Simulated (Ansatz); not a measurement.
# C₂H₃Cl₃Si: how energies converge with the basis set

One table from this session's results is given with a row withheld; the runs are named, their logs left out.

Method: one geometry, several basis sets; program: Ansatz 0.2.0, Gaussian basis.

Plan: PBE0-D4/def2-SVP; ωB97M-V/def2-SVP; PBE0-D4/def2-QZVPP; ωB97M-V/def2-QZVPP; the functionals' def2-TZVPP values are taken from earlier runs.

## Structure used throughout

The geometry comes from an earlier relaxation with PBE0-D4 in a triple-zeta def2 set; it is a stationary point, not always the lowest conformer.

9 atoms, charge 0, spin multiplicity 1.

Atoms are counted from 1 here; the program's logs count them from 0.

Bond lengths: C1–C2 1.329 Å, C1–H7 1.086 Å, C1–H8 1.085 Å, C2–Si3 1.836 Å, C2–H9 1.088 Å, Si3–Cl4 2.036 Å, Si3–Cl5 2.037 Å, Si3–Cl6 2.037 Å. Angles: C2–C1–H7 121.6°, C2–C1–H8 121.8°, H7–C1–H8 116.5°, C1–C2–Si3 123.8°, C1–C2–H9 119.4°, Si3–C2–H9 116.7°, C2–Si3–Cl4 110.9°, C2–Si3–Cl5 110.3°, C2–Si3–Cl6 110.3°, Cl4–Si3–Cl5 108.8°, Cl4–Si3–Cl6 108.8°, Cl5–Si3–Cl6 107.7°.

Set-up of the first run:

in.yaml reads:

```yaml
crystal:
  periodic: [false, false, false]
  atoms:
    - {symbol: C, position_ang: [-0.472610, -0.383942, 1.480974]}
    - {symbol: C, position_ang: [0.370425, 0.212241, 0.644617]}
    - {symbol: Si, position_ang: [0.200871, 0.167144, -1.183365]}
    - {symbol: Cl, position_ang: [-1.437071, -0.908973, -1.735762]}
    - {symbol: Cl, position_ang: [1.853143, -0.675510, -2.026103]}
    - {symbol: Cl, position_ang: [0.023644, 2.056734, -1.923844]}
    - {symbol: H, position_ang: [-0.337853, -0.334022, 2.557140]}
    - {symbol: H, position_ang: [-1.330523, -0.945376, 1.125182]}
    - {symbol: H, position_ang: [1.218474, 0.765406, 1.043964]}
basis:
  gaussian: {orbitals: def2-SVP}
hamiltonian: {xc: pbe0, dispersion: d4}
output: {orbitals: {seedname: orbitals}}
```

On the command line:

```
$ ansatz run in.yaml --threads 4 --pin off --events-out ev --progress --plain --max-ram 10444MiB
```

Steps of the session up to this table: PBE0-D4 in def2-SVP; ωB97M-V in def2-SVP; PBE0-D4 in def2-QZVPP; ωB97M-V in def2-QZVPP.

One of the session's tables, all rows but one given; the rest of the session is left out.

It belongs to the step «Density functionals: the series». 

```
functional       basis  HOMO (eV)
   PBE0-D4    def2-SVP      -8.58
   PBE0-D4  def2-TZVPP      -8.62
   PBE0-D4  def2-QZVPP      -8.65
   ωB97M-V    def2-SVP     -10.79
   ωB97M-V  def2-TZVPP          ?
   ωB97M-V  def2-QZVPP     -10.88
```

Estimate the missing values for ωB97M-V, def2-TZVPP.

The run gave: HOMO (eV): -10.86. In the column «HOMO (eV)» it lies between ωB97M-V, def2-QZVPP (-10.88) and ωB97M-V, def2-SVP (-10.79).
